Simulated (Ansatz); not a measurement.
Crystal: Ta3AsAu2O13.

```
Ta As Au O
1.0
     5.40201   -0.00077   -0.00162
    -2.01720    5.60758   -0.00284
    -0.71822   -1.86353    8.44196
Ta As Au O
3 1 2 13
Cartesian
  0.4020 2.1868 5.0486
  1.8263 1.1445 1.5762
  2.0566 4.8124 0.2295
  2.8362 4.2897 5.5142
  -0.6519 2.7067 1.4534
  2.3574 0.2946 6.7957
  0.1609 -0.0633 1.1950
  4.6630 -1.5055 7.1850
  -0.3851 0.3708 5.1915
  -1.1913 3.4655 4.9245
  1.2008 2.8656 0.5699
  2.9846 1.6076 8.2767
  2.2370 -0.9550 8.3245
  0.8597 5.1439 1.7678
  0.4927 1.8974 2.9534
  3.0780 2.3003 2.4167
  1.4123 3.9146 4.6484
  0.5123 2.4998 6.8978
  2.1736 1.3881 5.1852
```

The cell was built by a generator and needn't be a form met in nature.

Base run:

```yaml
Program: Ansatz 0.2.0
Functional: r2SCAN
Potentials_or_basis: Ansatz PAW
Cutoff: "500 eV (not typed: the program's choice for these potentials)"
k_mesh: 6 × 5 × 3
Occupations: fermi-dirac, width 0.05 eV
Spin: no spin polarisation
```

Its results: band gap on the k mesh 0.72 eV, indirect (least direct gap 0.77 eV); pressure -5.7 GPa; largest force 0.645 eV/Å.

Question: The run is repeated on the same cell with these changes: functional from r2SCAN to revPBE; cutoff from 500 eV (not typed: the program's choice for these potentials) to 420 eV (not typed: the program's choice for these potentials). What comes out?

Answer: Band gap on the k mesh 0.54 eV, indirect (least direct gap 0.61 eV); pressure 2.9 GPa; largest force 0.136 eV/Å.

r2SCAN gives the wider gap, since meta-GGAs in the generalised Kohn-Sham scheme recover part of the derivative discontinuity.

Caveats: spin-orbit coupling is left out, which moves the levels of the heavy elements; the PAW data sets come from PBE, with cores solved anew for the run's functional, which leaves a small shift of forces and pressure.

A k mesh can miss the band edges.
